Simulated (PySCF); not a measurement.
# SrGa+: bond curves at several levels of theory

One job finds the state of SrGa+, follows it along the bond with each method and fits the curves.

The runs use PySCF 2.14.0; Sr def2-SVP with ECP28, Ga def2-SVP, scalar-relativistic core potentials.

**1. The job**

The job is set up so:

| Quantity | Value |
| --- | --- |
| atoms | Sr, Ga |
| charge | 1 |
| basis | Sr def2-SVP with ECP28, Ga def2-SVP |
| Hamiltonian | scalar-relativistic core potentials |
| basis functions | 55 |
| electrons treated | 40 |
| masses in u | 87.9056, 68.9256 |
| levels | PBE0, PBE, r²SCAN, TPSS, M06-2X, revPBE, CAM-B3LYP, HF, MP2, SCS-MP2, CCSD, CCSD(T) |
| grid | 80 radial by 434 angular points |
| occupations | held fixed by the projection of orbital angular momentum |
| dissociation limit | Sr+ + Ga, each in its ground configuration |
| starting distance in angstrom | 3.015 |
| values of 2S to try | 0, 2 |

On the command line:

```
> OMP_NUM_THREADS=1 python dia.py task.json out
```

The runs that follow: The PBE0 curve of the state that the search chose; Other states along the same grid; PBE (GGA); r²SCAN; TPSS; M06-2X (hybrid meta-GGA); revPBE; CAM-B3LYP; RHF (mean field); Correlated methods on the Hartree–Fock reference.

Q: Predict the outcome of this session. Wanted: for each run, Re; ωe; De; μ.

As calculated:

Lowest PBE0 solution found, without spin–orbit coupling: ¹Σ⁺ (singlet), closed shell. State 3 has its PBE0 minimum 0.66 eV higher. The other levels ran on the lowest alone.

| level | Re (Å) | ωe (cm⁻¹) | De (eV) | μ (D) |
| --- | --- | --- | --- | --- |
| RHF | 3.785 | 90.0 | 0.359 | -4.20 |
| RHF-MP2 | 3.616 | 100.8 | 1.04 | n/a |
| RHF-SCS-MP2 | 3.646 | 97.5 | 1.08 | n/a |
| RHF-CCSD | 3.625 | 99.9 | 1.16 | n/a |
| RHF-CCSD(T) | 3.619 | 99.8 | 1.24 | n/a |
| PBE | 3.636 | 96.5 | 1.50 | -3.34 |
| revPBE | 3.666 | 94.3 | 1.41 | -3.50 |
| TPSS | 3.622 | 99.5 | 1.44 | -4.14 |
| r²SCAN | 3.604 | 101.9 | 1.13 | -4.18 |
| PBE0 | 3.621 | 100.6 | 1.30 | -3.86 |
| M06-2X | 3.664 | 96.4 | 1.39 | -2.55 |
| CAM-B3LYP | 3.611 | 101.4 | 1.18 | -3.74 |

De is counted to Sr+ + Ga in their ground configurations. A positive dipole points from Sr to Ga; in an ion it is taken about the centre of mass and does not tell which atom is negative.

Differences from CCSD(T) in the same basis:

| level | Re (mÅ) | ωe (%) |
| --- | --- | --- |
| RHF | +165 | -9.8 |
| RHF-MP2 | -4 | +1.1 |
| RHF-SCS-MP2 | +27 | -2.2 |
| RHF-CCSD | +5 | +0.1 |
| PBE | +16 | -3.2 |
| revPBE | +47 | -5.5 |
| TPSS | +3 | -0.3 |
| r²SCAN | -15 | +2.1 |
| PBE0 | +2 | +0.8 |
| M06-2X | +44 | -3.4 |
| CAM-B3LYP | -8 | +1.6 |

Judged by CCSD(T) in the same basis: best bond length PBE0 (+2 mÅ), worst RHF (+165 mÅ); best wavenumber RHF-CCSD (+0.1 %), worst RHF (-9.8 %). CCSD(T) in a basis this small is itself some way from its limit, more so than the functionals. Among the levels with a De in the table, it runs from 0.359 eV (RHF) to 1.50 eV (PBE).

Correlated steps freeze 9 core orbitals. Spin–orbit coupling is left out.
